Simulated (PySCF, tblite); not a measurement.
# C₄H₁₁ClOSi₂: geometry, infrared bands and NMR shifts

What infrared bands and NMR shifts should C₄H₁₁ClOSi₂ (`[SiH3]O[SiH2][C@H]1C[C@@H](Cl)C1`) show?

Programs: tblite 0.8.0 and PySCF 2.14.0, with density-fitted response routines of our own. Each step states its level of theory. These are calculated values for one molecule in the gas phase, unless marked as measured. Atoms are numbered from 0 throughout.

## (1) The starting structure

19 atoms, charge 0, multiplicity 1; geometry from: force field or distance geometry start.

Bonds of the start (Å): Si0–O1 1.72, O1–Si2 1.70, Si2–C3 1.87, C3–C4 1.54, C4–C5 1.51, C5–Cl6 1.76, C5–C7 1.53, C7–C3 1.52, Si0–H8 1.48, Si0–H9 1.45, Si0–H10 1.47, Si2–H11 1.48, Si2–H12 1.44, C3–H13 1.10, C4–H14 1.10, C4–H15 1.10, C5–H16 1.09, C7–H17 1.10, C7–H18 1.10.

## (2) Optimising the geometry with GFN2-xTB

Job settings and geometry (Å):

```
{"job": {"kind": "relax", "xc": "GFN2-xTB", "basis": "xTB"}, "charge": 0, "multiplicity": 1}
Si     3.160600     0.760300     0.442800
O      1.502400     0.710700    -0.006900
Si     0.974500    -0.853600    -0.428900
C     -0.882200    -0.729200    -0.632800
C     -1.476800    -0.586300     0.780300
C     -2.519600     0.284200     0.124200
Cl    -3.156600     1.610600     1.093400
C     -1.416700     0.672400    -0.864700
H      3.410700     2.100100     1.011400
H      3.965100     0.584200    -0.754100
H      3.402100    -0.287800     1.445900
H      1.185500    -1.776700     0.705900
H      1.635500    -1.410800    -1.582000
H     -1.338700    -1.528800    -1.238000
H     -0.801000     0.024500     1.403800
H     -1.816000    -1.537200     1.212000
H     -3.278900    -0.323200    -0.377500
H     -1.796800     0.838700    -1.888700
H     -0.762900     1.457000    -0.453600
```

The run is started by

```sh
> OMP_NUM_THREADS=1 python probes_run.py task.json out
```

One launch serves the whole session: the jobs run in the order shown.

**Question.** This job is followed by: GFN2-xTB harmonic vibrations, gas phase; GIAO PBE0/pcSseg-1 NMR shielding, non-relativistic, gas phase. What will the session give for the following? strongest single infrared mode (GFN2-xTB); zero-point energy (GFN2-xTB); 13C shifts against TMS (PBE0/pcSseg-1, means over atoms taken as alike); 1H shifts against TMS (PBE0/pcSseg-1, means over atoms taken as alike); 29Si shifts against TMS (PBE0/pcSseg-1); 17O shifts against H2O (PBE0/pcSseg-1); 35Cl shifts against HCl (PBE0/pcSseg-1).

**Answer**, as computed:

| quantity | value |
| --- | --- |
| strongest single infrared mode (GFN2-xTB) | 2271 cm⁻¹, 668 km/mol |
| zero-point energy (GFN2-xTB) | 84.8 kcal/mol |
| 13C shifts against TMS (PBE0/pcSseg-1, means over atoms taken as alike) | 56.5, 36.5, 16.4 ppm |
| 1H shifts against TMS (PBE0/pcSseg-1, means over atoms taken as alike) | 5.43, 4.96, 4.53, 2.68, 2.39, 1.32 ppm |
| 29Si shifts against TMS (PBE0/pcSseg-1) | -29.4, -41.5 ppm |
| 17O shifts against H2O (PBE0/pcSseg-1) | -3.1 ppm |
| 35Cl shifts against HCl (PBE0/pcSseg-1) | 207 ppm |

**Reading.** Relaxing lowered the energy by 0.984 eV in 146 steps; the close pair that moved most is Si0–O1, from 1.719 to 1.625 Å. The lowest mode is imaginary (53i cm⁻¹), so the xTB geometry is not a minimum. Unscaled tight-binding wavenumbers are off by several per cent, some by more. Its intensities can rank the bands wrongly. The most deshielded carbon is C5 (sp3 CH bonded to Cl), at 56.5 ppm: pulled downfield by the heteroatom. At PBE0/pcSseg-1: The largest span, 465 ppm, is at Cl6, where the paramagnetic term is -404 ppm.
